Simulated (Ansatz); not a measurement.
The system is TaAs.

```
CELL_PARAMETERS angstrom
-1.72181 1.72181 5.86794
1.72181 -1.72181 5.86794
1.72181 1.72181 -5.86794
ATOMIC_POSITIONS crystal
Ta 0.49997 0.49997 0.00000
Ta 0.24997 0.74997 0.50000
As 0.08263 0.08263 0.00000
As 0.83263 0.33263 0.50000
```

The cell is a database's computed one.

* Program: Ansatz 0.2.0
* Task: single point
* Functional: PBEsol
* Potentials or basis: all-electron LAPW, scalar-relativistic
* Cutoff: 296 eV (chosen from the basis error)
* Basis error allowed: 0.001 eV/atom
* k mesh: 11 × 11 × 11
* Occupations: fermi-dirac, width 0.05 eV
* Spin: no spin polarisation

On this cell: pressure -3.8 GPa; largest force 0.022 eV/Å; band gap on the k mesh none (metal or under the smearing width).

The same run follows on a disturbed copy (atoms moved at random, drawn with an rms of 0.05 Å):

```
CELL_PARAMETERS angstrom
-1.72181 1.72181 5.86794
1.72181 -1.72181 5.86794
1.72181 1.72181 -5.86794
ATOMIC_POSITIONS crystal
Ta 0.49363 0.48643 0.98448
Ta 0.24121 0.74923 0.49441
As 0.08731 0.07299 0.99868
As 0.82544 0.32285 0.48741
```

Problem. What does the disturbed cell give?

Solution. The energy (extrapolated to zero smearing) moves by +4.1 meV/atom; pressure -3.7 GPa; largest force 0.506 eV/Å; band gap on the k mesh none (metal or under the smearing width).

Forces in eV/Å, atoms in the order of the input:
```
Ta   0.197  0.282  0.035
Ta  -0.496  0.100  0.008
As   0.046 -0.375 -0.058
As   0.253 -0.007  0.014
```

Stress tensor (GPa, compression positive):
```
-3.46  0.03 -0.59
 0.03 -3.48 -0.81
-0.59 -0.81 -4.08
```
